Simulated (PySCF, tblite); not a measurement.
**C6H11N3: infrared bands and NMR shifts**

What infrared bands and NMR shifts should C6H11N3 (`CC(C)Cn1cnnc1`) show?

Programs: tblite 0.8.0 and PySCF 2.14.0, with density-fitted response routines of our own. Each step states its level of theory. These are calculated values for one molecule in the gas phase, unless marked as measured. Atoms are numbered from 0 throughout.

## Step 1: Starting geometry

20 atoms, charge 0, multiplicity 1; geometry from: GFN2-xTB.

Bonds of the start (Å): C0–C1 1.53, C1–C2 1.53, C1–C3 1.54, C3–N4 1.44, N4–C5 1.36, C5–N6 1.30, N6–N7 1.34, N7–C8 1.30, C8–N4 1.36, C0–H9 1.09, C0–H10 1.09, C0–H11 1.09, C1–H12 1.10, C2–H13 1.09, C2–H14 1.09, C2–H15 1.09, C3–H16 1.09, C3–H17 1.09, C5–H18 1.07, C8–H19 1.07.

## Step 2: Infrared spectrum with GFN2-xTB

Job settings and geometry (Å):

```
{"job": {"kind": "ir", "xc": "GFN2-xTB", "basis": "xTB"}, "charge": 0, "multiplicity": 1}
C     -1.138386    -1.126988     0.668766
C     -0.967910     0.325963     0.234134
C     -2.265340     0.868134    -0.357819
C      0.163794     0.457828    -0.798828
N      1.437977     0.082532    -0.251477
C      2.236068     0.804336     0.582611
N      3.285745     0.118775     0.919773
N      3.203326    -1.077819     0.317187
C      2.104922    -1.097444    -0.374860
H     -1.400379    -1.751193    -0.183554
H     -0.223459    -1.512955     1.112941
H     -1.931703    -1.206697     1.407455
H     -0.698813     0.926490     1.110506
H     -2.151615     1.907173    -0.658490
H     -3.064511     0.809877     0.376264
H     -2.558058     0.286533    -1.229369
H     -0.043318    -0.184909    -1.658936
H      0.227535     1.494229    -1.145753
H      2.017321     1.803318     0.899159
H      1.761655    -1.916505    -0.972745
```

**Question.** This job is followed by: GIAO PBE0/pcSseg-1 NMR shielding, non-relativistic, gas phase. Predict these results of the whole session: strongest single infrared mode (GFN2-xTB); zero-point energy (GFN2-xTB); 13C shifts against TMS (PBE0/pcSseg-1, means over atoms taken as alike); 1H shifts against TMS (PBE0/pcSseg-1, means over atoms taken as alike); 15N shifts against NH3 (PBE0/pcSseg-1, means over atoms taken as alike).

The runs gave:

| quantity | value |
| --- | --- |
| strongest single infrared mode (GFN2-xTB) | 1486 cm⁻¹, 138 km/mol |
| zero-point energy (GFN2-xTB) | 106.2 kcal/mol |
| 13C shifts against TMS (PBE0/pcSseg-1, means over atoms taken as alike) | 145.8, 54.7, 37.0, 21.8 ppm |
| 1H shifts against TMS (PBE0/pcSseg-1, means over atoms taken as alike) | 7.81, 3.72, 1.71, 0.96 ppm |
| 15N shifts against NH3 (PBE0/pcSseg-1, means over atoms taken as alike) | 370.2, 201.4 ppm |

What this shows: All 54 modes are real, so the xTB geometry is a minimum. GFN2-xTB is a fitted tight-binding method: band positions and strengths are rough. Its intensities can rank the bands wrongly. At PBE0/pcSseg-1: Shielding is most anisotropic at N6, N7 (span 533 ppm, paramagnetic term -432 ppm). NICS(1)zz of -31 ppm above the planar ring from N4 marks a diatropic (aromatic) ring current.
